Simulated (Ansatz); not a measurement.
# C₁₁H₁₄HfO: small, medium and large basis sets

An exercise on one series of results from a longer session: the logs are not shown, and one member is left open.

Method: one geometry, several basis sets; program: Ansatz 0.2.0, Gaussian basis.

The runs, in order: PBE0-D4/def2-SVP; ωB97M-V/def2-SVP; PBE0-D4/def2-QZVPP; ωB97M-V/def2-QZVPP; the functionals' def2-TZVPP values are taken from earlier runs.

## The geometry

An earlier PBE0-D4 in a triple-zeta def2 set relaxation fixed the geometry. Hf takes the def2 core potential; no spin-orbit term is included.

SMILES `[CH3][Hf]12345678([OH])([C@H]9[C@@H]1[C@@H]2[C@@H]3[C@H]94)[C@H]1[C@@H]5[C@@H]6[C@@H]7[C@H]18`, 27 atoms, charge 0, spin multiplicity 1.

Atoms are counted from 1 here; the program's logs count them from 0.

Bond lengths: C1–Hf2 2.271 Å, C1–H14 1.095 Å, C1–H15 1.095 Å, C1–H16 1.096 Å, Hf2–O3 1.974 Å, Hf2–C4 2.548 Å, Hf2–C5 2.532 Å, Hf2–C6 2.529 Å, Hf2–C7 2.534 Å, Hf2–C8 2.550 Å, Hf2–C9 2.550 Å, Hf2–C10 2.518 Å, Hf2–C11 2.530 Å, Hf2–C12 2.547 Å, Hf2–C13 2.554 Å, O3–H17 0.955 Å, C4–C5 1.411 Å, C4–C8 1.409 Å and more. Angles: Hf2–C1–H14 114.7°, Hf2–C1–H15 109.7°, Hf2–C1–H16 110.6°, H14–C1–H15 107.2°, H14–C1–H16 107.1°, H15–C1–H16 107.2°, C1–Hf2–O3 98.0°, C1–Hf2–C4 76.2°, C1–Hf2–C5 91.5°, C1–Hf2–C6 123.7°, C1–Hf2–C7 127.8°, C1–Hf2–C8 96.9°, C1–Hf2–C9 117.3°, C1–Hf2–C10 130.6°, C1–Hf2–C11 102.8°, C1–Hf2–C12 77.0°, C1–Hf2–C13 85.6°, O3–Hf2–C4 113.1° and more.

Set-up of the first run:

in.yaml

```yaml
crystal:
  periodic: [false, false, false]
  atoms:
    - {symbol: C, position_ang: [-1.504087, -1.786621, 0.120342]}
    - {symbol: Hf, position_ang: [-0.210695, 0.068363, 0.332402]}
    - {symbol: O, position_ang: [-0.945445, 0.723374, 2.043929]}
    - {symbol: C, position_ang: [-1.703710, 0.592940, -1.663987]}
    - {symbol: C, position_ang: [-2.024376, 1.530134, -0.659576]}
    - {symbol: C, position_ang: [-0.905552, 2.364529, -0.468050]}
    - {symbol: C, position_ang: [0.111683, 1.938598, -1.346812]}
    - {symbol: C, position_ang: [-0.384681, 0.843736, -2.090334]}
    - {symbol: C, position_ang: [1.933236, -0.151822, 1.694650]}
    - {symbol: C, position_ang: [2.293204, 0.318498, 0.415378]}
    - {symbol: C, position_ang: [2.039844, -0.718947, -0.514601]}
    - {symbol: C, position_ang: [1.502630, -1.811015, 0.189248]}
    - {symbol: C, position_ang: [1.431274, -1.458296, 1.555518]}
    - {symbol: H, position_ang: [-1.368796, -2.334282, -0.818724]}
    - {symbol: H, position_ang: [-2.561571, -1.508196, 0.183941]}
    - {symbol: H, position_ang: [-1.304033, -2.490895, 0.935401]}
    - {symbol: H, position_ang: [-0.687931, 0.463832, 2.926670]}
    - {symbol: H, position_ang: [-2.350782, -0.187394, -2.032434]}
    - {symbol: H, position_ang: [-2.946819, 1.573403, -0.100445]}
    - {symbol: H, position_ang: [-0.828099, 3.160008, 0.257825]}
    - {symbol: H, position_ang: [1.090058, 2.383587, -1.448223]}
    - {symbol: H, position_ang: [0.150398, 0.295510, -2.851587]}
    - {symbol: H, position_ang: [2.000331, 0.412696, 2.612873]}
    - {symbol: H, position_ang: [2.721035, 1.284390, 0.193493]}
    - {symbol: H, position_ang: [2.225997, -0.676440, -1.577097]}
    - {symbol: H, position_ang: [1.185332, -2.749573, -0.237748]}
    - {symbol: H, position_ang: [1.041527, -2.080109, 2.347930]}
basis:
  gaussian: {orbitals: def2-SVP}
hamiltonian: {xc: pbe0, dispersion: d4}
output: {orbitals: {seedname: orbitals}}
```

Run with:

```console
ansatz run in.yaml --threads 11 --pin off --events-out ev --progress --plain --max-ram 174080MiB --backend cpu
```

Steps of the session up to this table: PBE0-D4 in def2-SVP; ωB97M-V in def2-SVP; PBE0-D4 in def2-QZVPP; ωB97M-V in def2-QZVPP.

One of the session's tables, all rows but one given; the rest of the session is left out.

It belongs to the step «Density functionals: the series». 

```
functional       basis  HOMO (eV)  LUMO (eV)
   PBE0-D4    def2-SVP          ?          ?
   PBE0-D4  def2-TZVPP      -6.68      -0.36
   PBE0-D4  def2-QZVPP      -6.70      -0.39
   ωB97M-V    def2-SVP      -8.80       1.67
   ωB97M-V  def2-TZVPP      -8.74       1.33
   ωB97M-V  def2-QZVPP      -8.75       0.90
```

Estimate the missing values for PBE0-D4, def2-SVP.

As computed: HOMO (eV): -6.73; LUMO (eV): -0.34. In the column «HOMO (eV)» it lies between ωB97M-V, def2-TZVPP (-8.74) and PBE0-D4, def2-QZVPP (-6.70).
